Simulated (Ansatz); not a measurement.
# NiS: the cost of one run

Method: DFT LDA+U (U = 4 eV, J = 0.9 eV on Ni d), plane waves, PAW, in Ansatz 0.2.0.

### 1 The starting structure

Symmetry: P6_3/mmc, No. 194, hexagonal system. Conventional cell: a = 3.425 Å, b = 3.425 Å, c = 5.340 Å, α = 90.00°, β = 90.00°, γ = 120.00°. Ni (site symmetry -3m) has 6 S at 2.39 Å and 2 Ni at 2.67 Å as nearest neighbours. S (site symmetry -6m2) has 6 Ni at 2.39 Å as nearest neighbours.

Structure file:

```cif
data_structure
_symmetry_space_group_name_H-M 'P 1'
_symmetry_Int_Tables_number 1
_cell_length_a 3.4250
_cell_length_b 3.4250
_cell_length_c 5.3400
_cell_angle_alpha 90.000
_cell_angle_beta 90.000
_cell_angle_gamma 120.000
_cell_volume 54.25
loop_
_atom_site_label
_atom_site_type_symbol
_atom_site_fract_x
_atom_site_fract_y
_atom_site_fract_z
_atom_site_occupancy
Ni1 Ni 0.00000 0.00000 0.00000 1
Ni2 Ni 0.00000 0.00000 0.50000 1
S1 S 0.33333 0.66667 0.25000 1
S2 S 0.66667 0.33333 0.75000 1
```

An earlier series on this cell reached its lowest free state from «ferrimagnetic site moments held at first, then free», perhaps among other starts.

### 2 Antiferromagnetic site moments held at first, then free

File input.yaml:

```yaml
crystal:
  lattice:
    - [3.42500121, 0.0, 0.0]
    - [-1.71250061, 2.96613806, 0.0]
    - [0.0, 0.0, 5.33999987]
  atoms:
    - { symbol: Ni, position: [0.0, 0.0, 0.0], spin: 0.75 }
    - { symbol: Ni, position: [0.0, 0.0, 0.5], spin: -0.75 }
    - { symbol: S, position: [0.3333333333, 0.6666666667, 0.25] }
    - { symbol: S, position: [0.6666666667, 0.3333333333, 0.75] }
basis:
  ecutwfc: 420
  ecutrho_ratio: 4
kpoints:
  mp_grid: { grid: [6, 6, 4] }
hamiltonian:
  xc: lda
  hubbard:
    sites:
      - { site: 0, l: d, u: 4.0, j: 0.9, starting_ns: [{ spin: up, occupation_matrix: s0up }, { spin: down, occupation_matrix: s0down }] }
      - { site: 1, l: d, u: 4.0, j: 0.9, starting_ns: [{ spin: up, occupation_matrix: s1up }, { spin: down, occupation_matrix: s1down }] }
    occupation_matrices:
      s0up:
        matrix:
          - [0.97, 0.0, 0.0, 0.0, 0.0]
          - [0.0, 0.97, 0.0, 0.0, 0.0]
          - [0.0, 0.0, 0.97, 0.0, 0.0]
          - [0.0, 0.0, 0.0, 0.97, 0.0]
          - [0.0, 0.0, 0.0, 0.0, 0.97]
      s0down:
        matrix:
          - [0.97, 0.0, 0.0, 0.0, 0.0]
          - [0.0, 0.33169, 0.0, 0.0, -0.44604]
          - [0.0, 0.0, 0.33169, -0.44604, 0.0]
          - [0.0, 0.0, -0.44604, 0.65831, 0.0]
          - [0.0, -0.44604, 0.0, 0.0, 0.65831]
      s1up:
        matrix:
          - [0.97, 0.0, 0.0, 0.0, 0.0]
          - [0.0, 0.33169, 0.0, 0.0, 0.44604]
          - [0.0, 0.0, 0.33169, 0.44604, 0.0]
          - [0.0, 0.0, 0.44604, 0.65831, 0.0]
          - [0.0, 0.44604, 0.0, 0.0, 0.65831]
      s1down:
        matrix:
          - [0.97, 0.0, 0.0, 0.0, 0.0]
          - [0.0, 0.97, 0.0, 0.0, 0.0]
          - [0.0, 0.0, 0.97, 0.0, 0.0]
          - [0.0, 0.0, 0.0, 0.97, 0.0]
          - [0.0, 0.0, 0.0, 0.0, 0.97]
    ns_hold: { iters: 8 }
scf:
  occupations: { method: gaussian, width: 0.05 }
  lower_state_search: "off"
  max_iter: 150
output:
  forces: true
  stress: true
  eigenvalues: true
  populations: true
  hubbard: { sites: [{ site: 0, l: d }, { site: 1, l: d }] }
magnetization:
  spin_polarized: true
  spin_locking: { lock_spins: true, n_iters: 12 }
```

The typed matrices put 0.97 on the chosen orbitals and 0.02 on the others, and are held for 8 cycles. The lock is temporary (n_iters 12) and is released on the way.

On the command line:

```sh
> ansatz run input.yaml --threads 2 --pin off --max-ram 3072MiB --backend cpu --events-out ev --progress --plain --runs-dir out
```

Q: Estimate wall time and peak memory on 2 threads of Arm Neoverse N1, shared host.

About 12 s, with a peak of 0.43 GiB.
